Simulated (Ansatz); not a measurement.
# NaBe4: the cost of one run

Method: DFT PBE, scalar-relativistic, plane waves, PAW, in Ansatz 0.2.0.

### 1 The starting structure

The structure is cubic, space group F-43m (No. 216). The conventional cell has a = 6.233 Å, b = 6.233 Å, c = 6.233 Å, α = 90.00°, β = 90.00°, γ = 90.00°. Na (site symmetry -43m) is surrounded by 12 Be at 2.61 Å. Be (site symmetry 3m) is surrounded by 3 Be at 1.99 Å.

Coordinates:

```
CELL_PARAMETERS angstrom
0.00000 3.11647 3.11647
3.11647 0.00000 3.11647
3.11647 3.11647 0.00000
ATOMIC_POSITIONS crystal
Na 0.25000 0.25000 0.25000
Be 0.86263 0.86263 0.86263
Be 0.86263 0.86263 0.41210
Be 0.86263 0.41210 0.86263
Be 0.41210 0.86263 0.86263
```

The cell is invented: random cell by space group and Wyckoff sites (F-43m, No. 216). Lengths come from tabulated atomic sizes and are only a guess.

### 2 A first look at the guess

input.yaml

```yaml
crystal:
  lattice:
    - [0.0, 3.116473, 3.116473]
    - [3.116473, 0.0, 3.116473]
    - [3.116473, 3.116473, 0.0]
  atoms:
    - { symbol: Na, position: [0.25, 0.25, 0.25] }
    - { symbol: Be, position: [0.86263335, 0.86263335, 0.86263335] }
    - { symbol: Be, position: [0.86263335, 0.86263335, 0.41209994] }
    - { symbol: Be, position: [0.86263335, 0.41209994, 0.86263335] }
    - { symbol: Be, position: [0.41209994, 0.86263335, 0.86263335] }
basis:
  ecutwfc: 420
kpoints:
  mp_grid: { grid: [6, 6, 6] }
hamiltonian:
  xc: pbe
scf:
  occupations: { method: gaussian, width: 0.1 }
  lower_state_search: "off"
output:
  forces: true
  stress: true
  eigenvalues: true
```

Launch:

```
$ ansatz run input.yaml --threads 1 --pin off --max-ram 2560MiB --backend cpu --events-out ev --progress --plain --runs-dir out
```

**Question.** How long does this run take on 1 thread of Arm Neoverse V2, shared host, and how much memory does it need?

About 1.2 s, with a peak of 0.29 GiB.
